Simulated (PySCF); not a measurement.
**A gas-phase reaction: C2H6Zn + H3N → CH5NZn + CH4**

Aim: the reaction energy of `[CH3][Zn][CH3]` + `N` → `[CH3][Zn][NH2]` + `C`.

Programs: PySCF 2.14.0. All values are calculated, for the isolated system unless a continuum is named. Atoms count from 0, parts from 1.

### Step 1. The system as given

Each species was relaxed by itself at PBE0-D3(BJ)/def2-SVPD.

### Step 2. Energies of the species: wB97M-D3(BJ)/def2-TZVPD

Job settings and geometry (Å):

```
{"job": {"kind": "react", "xc": "wB97M-D3(BJ)", "basis": "def2-TZVPD"}, "charge": 0, "multiplicity": 1}
-1 C2H6Zn charge 0 multiplicity 1
C      0.440490     1.738950    -0.746420
Zn     0.000640    -0.000210    -0.000110
C     -0.440450    -1.739040     0.746220
H      0.129560     2.559810    -0.080640
H     -0.054340     1.904330    -1.716740
H      1.523890     1.850170    -0.912720
H     -1.503880    -1.987960     0.601700
H      0.147000    -2.545580     0.279180
H     -0.242890    -1.780590     1.829290

-1 H3N charge 0 multiplicity 1
N      0.003720    -0.005230     0.284390
H     -0.578740    -0.740780    -0.104940
H     -0.350140     0.877110    -0.073560
H      0.936940    -0.129680    -0.097040

+1 CH5NZn charge 0 multiplicity 1
C     -1.331190    -0.567240    -0.771120
Zn     0.234310     0.104190     0.132840
N      1.709280     0.733200     0.989720
H     -1.080620    -1.424130    -1.415210
H     -2.096050    -0.907040    -0.056720
H     -1.790770     0.200640    -1.411380
H      2.620890     0.297200     0.965600
H      1.734190     1.563120     1.566260

+1 CH4 charge 0 multiplicity 1
C     -0.002060    -0.000520     0.001640
H     -0.684990    -0.843000    -0.163360
H     -0.411110     0.900100    -0.472640
H      0.111190     0.172810     1.078910
H      0.976690    -0.232030    -0.436340
```

Method: wB97M-D3(BJ)/def2-TZVPD reaction energy of separated species, gas phase.

On the command line:

```
> OMP_NUM_THREADS=1 python cluster_run.py task.json out
```

The driver reads the jobs from task.json and runs them one after another.

The log of the run:

```text
species 1 (C2H6Zn)
coarse grid: 32632 points
cycle   1  E = -1859.2176162128  dE = -3.224e-01  |g| = 8.020e-01  |ddm| = 2.528e+00
cycle   2  E = -1859.1674502539  dE =  5.017e-02  |g| = 1.292e+00  |ddm| = 1.725e+00
cycle   3  E = -1859.2801124214  dE = -1.127e-01  |g| = 6.125e-02  |ddm| = 5.886e-01
cycle   4  E = -1859.2812000504  dE = -1.088e-03  |g| = 2.346e-02  |ddm| = 7.767e-02
cycle   5  E = -1859.2813985979  dE = -1.985e-04  |g| = 5.287e-03  |ddm| = 6.094e-02
cycle   6  E = -1859.2814078572  dE = -9.259e-06  |g| = 1.686e-03  |ddm| = 1.402e-02
final grid: 67688 points
cycle   7  E = -1859.2812847480  dE = -1.729e-07  |g| = 2.374e-03  |ddm| = 4.338e-03
cycle   8  E = -1859.2812840795  dE =  6.686e-07  |g| = 4.194e-03  |ddm| = 2.955e-03
cycle   9  E = -1859.2812851769  dE = -1.097e-06  |g| = 1.076e-04  |ddm| = 1.607e-03
cycle  10  E = -1859.2812851821  dE = -5.262e-09  |g| = 3.316e-05  |ddm| = 2.995e-04
cycle  11  E = -1859.2812851827  dE = -5.914e-10  |g| = 9.431e-06  |ddm| = 1.057e-04
converged SCF energy = -1859.2812851827

species 2 (H3N)
coarse grid: 12536 points
cycle   1  E = -56.5694002610  dE = -1.294e-01  |g| = 3.024e-01  |ddm| = 1.089e+00
cycle   2  E = -56.5779547871  dE = -8.555e-03  |g| = 2.716e-01  |ddm| = 2.676e-01
cycle   3  E = -56.5918768682  dE = -1.392e-02  |g| = 2.124e-02  |ddm| = 1.115e-01
cycle   4  E = -56.5919824805  dE = -1.056e-04  |g| = 5.194e-03  |ddm| = 1.728e-02
cycle   5  E = -56.5919936182  dE = -1.114e-05  |g| = 7.323e-04  |ddm| = 8.717e-03
cycle   6  E = -56.5919940334  dE = -4.151e-07  |g| = 1.111e-04  |ddm| = 3.175e-03
final grid: 27112 points
cycle   7  E = -56.5919838423  dE = -1.574e-08  |g| = 6.361e-05  |ddm| = 7.274e-04
cycle   8  E = -56.5919838443  dE = -2.039e-09  |g| = 5.124e-05  |ddm| = 2.346e-04
cycle   9  E = -56.5919838450  dE = -6.410e-10  |g| = 1.225e-05  |ddm| = 4.989e-05
converged SCF energy = -56.5919838450

species 3 (CH5NZn)
coarse grid: 30104 points
cycle   1  E = -1875.2623032075  dE = -2.714e-01  |g| = 8.806e-01  |ddm| = 2.368e+00
cycle   2  E = -1875.1981134433  dE =  6.419e-02  |g| = 1.394e+00  |ddm| = 1.724e+00
cycle   3  E = -1875.3530578416  dE = -1.549e-01  |g| = 8.710e-02  |ddm| = 6.129e-01
cycle   4  E = -1875.3545822070  dE = -1.524e-03  |g| = 4.175e-02  |ddm| = 9.035e-02
cycle   5  E = -1875.3549967467  dE = -4.145e-04  |g| = 1.031e-02  |ddm| = 6.042e-02
cycle   6  E = -1875.3550327196  dE = -3.597e-05  |g| = 3.994e-03  |ddm| = 2.682e-02
cycle   7  E = -1875.3550391176  dE = -6.398e-06  |g| = 1.375e-03  |ddm| = 7.086e-03
final grid: 62104 points
cycle   8  E = -1875.3549219502  dE = -3.136e-07  |g| = 1.723e-03  |ddm| = 3.771e-03
cycle   9  E = -1875.3549216689  dE =  2.813e-07  |g| = 2.974e-03  |ddm| = 1.771e-03
cycle  10  E = -1875.3549222335  dE = -5.646e-07  |g| = 1.290e-04  |ddm| = 1.040e-03
cycle  11  E = -1875.3549222423  dE = -8.742e-09  |g| = 7.786e-05  |ddm| = 2.663e-04
cycle  12  E = -1875.3549222458  dE = -3.507e-09  |g| = 1.958e-05  |ddm| = 2.033e-04
cycle  13  E = -1875.3549222459  dE = -8.754e-11  |g| = 4.380e-06  |ddm| = 2.327e-05
converged SCF energy = -1875.3549222459

species 4 (CH4)
coarse grid: 15072 points
cycle   1  E = -40.5278871795  dE = -1.934e-01  |g| = 1.334e-01  |ddm| = 1.251e+00
cycle   2  E = -40.5303000362  dE = -2.413e-03  |g| = 8.952e-02  |ddm| = 1.943e-01
cycle   3  E = -40.5321650715  dE = -1.865e-03  |g| = 5.683e-03  |ddm| = 4.933e-02
cycle   4  E = -40.5321747984  dE = -9.727e-06  |g| = 3.955e-04  |ddm| = 1.283e-02
final grid: 32696 points
cycle   5  E = -40.5321638620  dE = -9.964e-08  |g| = 9.685e-05  |ddm| = 2.358e-03
cycle   6  E = -40.5321638686  dE = -6.591e-09  |g| = 3.208e-05  |ddm| = 6.511e-04
cycle   7  E = -40.5321638692  dE = -5.665e-10  |g| = 1.673e-05  |ddm| = 2.012e-04
converged SCF energy = -40.5321638692

Reaction energy = -8.572 kcal/mol
```

Run time: 26 s. Hardware: 1 thread of Arm Neoverse V1, shared host; peak memory 0.65 GiB.

Species by species (with the dispersion term, which the log's SCF energies lack):

| ν | species | energy (Eh) | HOMO (eV) |
| --- | --- | --- | --- |
| -1 | [CH3][Zn][CH3] | -1859.28806 | -9.47 |
| -1 | N | -56.59358 | -10.26 |
| +1 | [CH3][Zn][NH2] | -1875.36074 | -8.96 |
| +1 | C | -40.53455 | -13.46 |

### Step 3. Reaction energy: PBE0-D3(BJ)/def2-TZVPD

Settings changed since step 2:

```diff
@@ -1,2 +1,2 @@
-{"job": {"kind": "react", "xc": "wB97M-D3(BJ)", "basis": "def2-TZVPD"}, "charge": 0, "multiplicity": 1}
+{"job": {"kind": "react", "xc": "PBE0", "basis": "def2-TZVPD", "disp": "d3bj"}, "charge": 0, "multiplicity": 1}
 -1 C2H6Zn charge 0 multiplicity 1
```

With the program's defaults for keys left out, this is: PBE0-D3(BJ)/def2-TZVPD reaction energy of separated species, gas phase.

The log of the run:

```text
species 1 (C2H6Zn)
coarse grid: 32632 points
cycle   1  E = -1858.7649250465  dE = -3.808e-01  |g| = 1.022e+00  |ddm| = 2.973e+00
cycle   2  E = -1858.5727407965  dE =  1.922e-01  |g| = 1.888e+00  |ddm| = 2.415e+00
cycle   3  E = -1858.8834527152  dE = -3.107e-01  |g| = 1.308e-01  |ddm| = 1.290e+00
cycle   4  E = -1858.8874765572  dE = -4.024e-03  |g| = 3.875e-02  |ddm| = 1.501e-01
cycle   5  E = -1858.8877301115  dE = -2.536e-04  |g| = 7.246e-03  |ddm| = 3.997e-02
cycle   6  E = -1858.8877359058  dE = -5.794e-06  |g| = 5.980e-04  |ddm| = 8.181e-03
final grid: 67688 points
cycle   7  E = -1858.8877184197  dE = -3.770e-08  |g| = 7.553e-04  |ddm| = 4.808e-03
cycle   8  E = -1858.8877183049  dE =  1.148e-07  |g| = 1.568e-03  |ddm| = 1.527e-03
cycle   9  E = -1858.8877184970  dE = -1.921e-07  |g| = 1.187e-04  |ddm| = 7.628e-04
cycle  10  E = -1858.8877185009  dE = -3.966e-09  |g| = 1.998e-05  |ddm| = 1.444e-04
cycle  11  E = -1858.8877185010  dE = -9.641e-11  |g| = 1.673e-06  |ddm| = 2.056e-05
converged SCF energy = -1858.8877185010

species 2 (H3N)
coarse grid: 2928 points
cycle   1  E = -56.4893339407  dE = -9.635e-02  |g| = 3.707e-01  |ddm| = 1.102e+00
cycle   2  E = -56.4629084617  dE =  2.643e-02  |g| = 5.179e-01  |ddm| = 4.432e-01
cycle   3  E = -56.5200131715  dE = -5.710e-02  |g| = 1.576e-02  |ddm| = 2.487e-01
cycle   4  E = -56.5200617452  dE = -4.857e-05  |g| = 3.353e-03  |ddm| = 8.651e-03
cycle   5  E = -56.5200639156  dE = -2.170e-06  |g| = 3.223e-04  |ddm| = 2.234e-03
final grid: 27112 points
cycle   6  E = -56.5150233662  dE = -1.146e-05  |g| = 5.625e-03  |ddm| = 1.568e-02
cycle   7  E = -56.5150178694  dE =  5.497e-06  |g| = 7.703e-03  |ddm| = 5.981e-03
cycle   8  E = -56.5150296881  dE = -1.182e-05  |g| = 1.340e-04  |ddm| = 3.473e-03
cycle   9  E = -56.5150296921  dE = -3.978e-09  |g| = 3.208e-05  |ddm| = 9.558e-05
cycle  10  E = -56.5150296924  dE = -2.829e-10  |g| = 3.569e-06  |ddm| = 2.509e-05
converged SCF energy = -56.5150296924

species 3 (CH5NZn)
coarse grid: 30104 points
cycle   1  E = -1874.8010100719  dE = -2.877e-01  |g| = 1.073e+00  |ddm| = 2.714e+00
cycle   2  E = -1874.5051715290  dE =  2.958e-01  |g| = 2.044e+00  |ddm| = 2.440e+00
cycle   3  E = -1874.9387256698  dE = -4.336e-01  |g| = 1.060e-01  |ddm| = 1.343e+00
cycle   4  E = -1874.9409768056  dE = -2.251e-03  |g| = 5.615e-02  |ddm| = 1.636e-01
cycle   5  E = -1874.9416864369  dE = -7.096e-04  |g| = 8.167e-03  |ddm| = 5.258e-02
cycle   6  E = -1874.9416960214  dE = -9.584e-06  |g| = 4.865e-03  |ddm| = 7.684e-03
cycle   7  E = -1874.9416995930  dE = -3.572e-06  |g| = 4.616e-04  |ddm| = 3.363e-03
final grid: 62104 points
cycle   8  E = -1874.9416812490  dE =  4.557e-09  |g| = 5.628e-04  |ddm| = 2.963e-03
cycle   9  E = -1874.9416811320  dE =  1.170e-07  |g| = 9.317e-04  |ddm| = 9.385e-04
cycle  10  E = -1874.9416813171  dE = -1.851e-07  |g| = 5.287e-05  |ddm| = 5.941e-04
cycle  11  E = -1874.9416813176  dE = -4.782e-10  |g| = 7.582e-06  |ddm| = 5.327e-05
converged SCF energy = -1874.9416813176

species 4 (CH4)
coarse grid: 3568 points
cycle   1  E = -40.4582430179  dE = -2.007e-01  |g| = 2.715e-01  |ddm| = 1.405e+00
cycle   2  E = -40.4545989192  dE =  3.644e-03  |g| = 2.993e-01  |ddm| = 3.089e-01
cycle   3  E = -40.4774101199  dE = -2.281e-02  |g| = 2.106e-03  |ddm| = 1.505e-01
cycle   4  E = -40.4774109412  dE = -8.213e-07  |g| = 2.130e-04  |ddm| = 2.653e-03
final grid: 32696 points
cycle   5  E = -40.4741146912  dE = -1.440e-05  |g| = 4.499e-03  |ddm| = 5.615e-02
cycle   6  E = -40.4741136613  dE =  1.030e-06  |g| = 4.910e-03  |ddm| = 5.923e-03
cycle   7  E = -40.4741195189  dE = -5.858e-06  |g| = 3.795e-05  |ddm| = 2.491e-03
cycle   8  E = -40.4741195193  dE = -4.237e-10  |g| = 7.294e-06  |ddm| = 8.011e-05
converged SCF energy = -40.4741195193

Reaction energy = -8.065 kcal/mol
```

It took 12 s on 1 thread of Arm Neoverse V1, shared host; peak memory 0.61 GiB.

Reaction energy at this level: -8.06 kcal/mol.

### Step 4. Energies of the species: MP2/def2-TZVPD

Settings changed since step 3:

```diff
@@ -1,2 +1,2 @@
-{"job": {"kind": "react", "xc": "PBE0", "basis": "def2-TZVPD", "disp": "d3bj"}, "charge": 0, "multiplicity": 1}
+{"job": {"kind": "react", "xc": "MP2", "basis": "def2-TZVPD"}, "charge": 0, "multiplicity": 1}
 -1 C2H6Zn charge 0 multiplicity 1
```

Level: MP2/def2-TZVPD reaction energy of separated species, gas phase.

The log of the run:

```text
species 1 (C2H6Zn)
final grid: 67688 points
cycle   1  E = -1857.0027596255  dE = -3.046e-01  |g| = 3.819e-01  |ddm| = 2.336e+00
cycle   2  E = -1857.0283322968  dE = -2.557e-02  |g| = 3.550e-01  |ddm| = 7.671e-01
cycle   3  E = -1857.0372265077  dE = -8.894e-03  |g| = 5.739e-02  |ddm| = 1.498e-01
cycle   4  E = -1857.0384490051  dE = -1.222e-03  |g| = 9.571e-03  |ddm| = 1.428e-01
cycle   5  E = -1857.0384905296  dE = -4.152e-05  |g| = 3.062e-03  |ddm| = 2.533e-02
cycle   6  E = -1857.0384957596  dE = -5.230e-06  |g| = 8.751e-04  |ddm| = 9.451e-03
cycle   7  E = -1857.0384961977  dE = -4.381e-07  |g| = 1.683e-04  |ddm| = 4.024e-03
cycle   8  E = -1857.0384962096  dE = -1.191e-08  |g| = 2.046e-05  |ddm| = 7.671e-04
cycle   9  E = -1857.0384962099  dE = -2.267e-10  |g| = 4.183e-06  |ddm| = 1.293e-04
converged SCF energy = -1857.0384962099

species 2 (H3N)
final grid: 27112 points
cycle   1  E = -56.2058935671  dE = -1.621e-01  |g| = 2.298e-01  |ddm| = 1.073e+00
cycle   2  E = -56.2178839307  dE = -1.199e-02  |g| = 7.796e-02  |ddm| = 1.404e-01
cycle   3  E = -56.2190892047  dE = -1.205e-03  |g| = 2.444e-02  |ddm| = 4.021e-02
cycle   4  E = -56.2192485300  dE = -1.593e-04  |g| = 5.225e-03  |ddm| = 1.749e-02
cycle   5  E = -56.2192626614  dE = -1.413e-05  |g| = 1.112e-03  |ddm| = 7.204e-03
cycle   6  E = -56.2192638809  dE = -1.219e-06  |g| = 2.934e-04  |ddm| = 3.286e-03
cycle   7  E = -56.2192639756  dE = -9.467e-08  |g| = 4.961e-05  |ddm| = 9.839e-04
cycle   8  E = -56.2192639777  dE = -2.081e-09  |g| = 4.563e-06  |ddm| = 1.082e-04
cycle   9  E = -56.2192639777  dE = -1.407e-11  |g| = 5.841e-07  |ddm| = 2.273e-05
converged SCF energy = -56.2192639777

species 3 (CH5NZn)
final grid: 62104 points
cycle   1  E = -1873.0146071306  dE = -2.926e-01  |g| = 4.528e-01  |ddm| = 2.241e+00
cycle   2  E = -1873.0460060535  dE = -3.140e-02  |g| = 4.061e-01  |ddm| = 8.304e-01
cycle   3  E = -1873.0614274103  dE = -1.542e-02  |g| = 6.456e-02  |ddm| = 1.654e-01
cycle   4  E = -1873.0625803709  dE = -1.153e-03  |g| = 3.286e-02  |ddm| = 1.224e-01
cycle   5  E = -1873.0628380148  dE = -2.576e-04  |g| = 6.541e-03  |ddm| = 3.852e-02
cycle   6  E = -1873.0628655682  dE = -2.755e-05  |g| = 1.664e-03  |ddm| = 1.926e-02
cycle   7  E = -1873.0628676720  dE = -2.104e-06  |g| = 4.889e-04  |ddm| = 5.241e-03
cycle   8  E = -1873.0628677947  dE = -1.227e-07  |g| = 1.187e-04  |ddm| = 1.111e-03
cycle   9  E = -1873.0628678043  dE = -9.569e-09  |g| = 3.937e-05  |ddm| = 3.514e-04
cycle  10  E = -1873.0628678053  dE = -1.018e-09  |g| = 1.298e-05  |ddm| = 1.100e-04
cycle  11  E = -1873.0628678055  dE = -1.482e-10  |g| = 5.107e-06  |ddm| = 4.449e-05
converged SCF energy = -1873.0628678055

species 4 (CH4)
final grid: 32696 points
cycle   1  E = -40.2047132382  dE = -1.974e-01  |g| = 1.529e-01  |ddm| = 1.221e+00
cycle   2  E = -40.2121418610  dE = -7.429e-03  |g| = 3.682e-02  |ddm| = 2.041e-01
cycle   3  E = -40.2127048203  dE = -5.630e-04  |g| = 6.405e-03  |ddm| = 3.827e-02
cycle   4  E = -40.2127179214  dE = -1.310e-05  |g| = 1.642e-03  |ddm| = 1.100e-02
cycle   5  E = -40.2127194473  dE = -1.526e-06  |g| = 2.165e-04  |ddm| = 6.917e-03
cycle   6  E = -40.2127194805  dE = -3.320e-08  |g| = 2.839e-05  |ddm| = 1.798e-03
cycle   7  E = -40.2127194809  dE = -4.275e-10  |g| = 1.324e-06  |ddm| = 7.251e-05
converged SCF energy = -40.2127194809

Reaction energy = -10.207 kcal/mol
```

Run time: 6.2 s. Hardware: 1 thread of Arm Neoverse V1, shared host; peak memory 0.5 GiB.

Reaction energy at this level: -10.21 kcal/mol.

### Step 5. Side by side

Energies in kcal/mol, with wall time:

| run | reaction | time |
| --- | --- | --- |
| wB97M-D3(BJ)/def2-TZVPD | -8.57 | 26 s |
| PBE0-D3(BJ)/def2-TZVPD | -8.06 | 12 s |
| MP2/def2-TZVPD | -10.21 | 6.2 s |

### Step 6. Summary of results

| quantity | value |
| --- | --- |
| reaction energy (wB97M-D3(BJ)/def2-TZVPD) | -8.57 kcal/mol |
| ΔH, ΔG at 298 K (xTB thermal terms) | -8.5, -8.9 kcal/mol |
| range of the reaction energy over the runs of this table | -10.21 to -8.06 kcal/mol |

The reaction is exothermic by 8.5 kcal/mol in the gas phase; dispersion gives +0.10, and xTB itself gave -16.66 for the electronic energy (xTB energies and thermal terms come from the earlier relaxation of each species, not shown). No barrier was sought. The reaction energy runs from -10.21 (MP2/def2-TZVPD) to -8.06 kcal/mol (PBE0-D3(BJ)/def2-TZVPD).
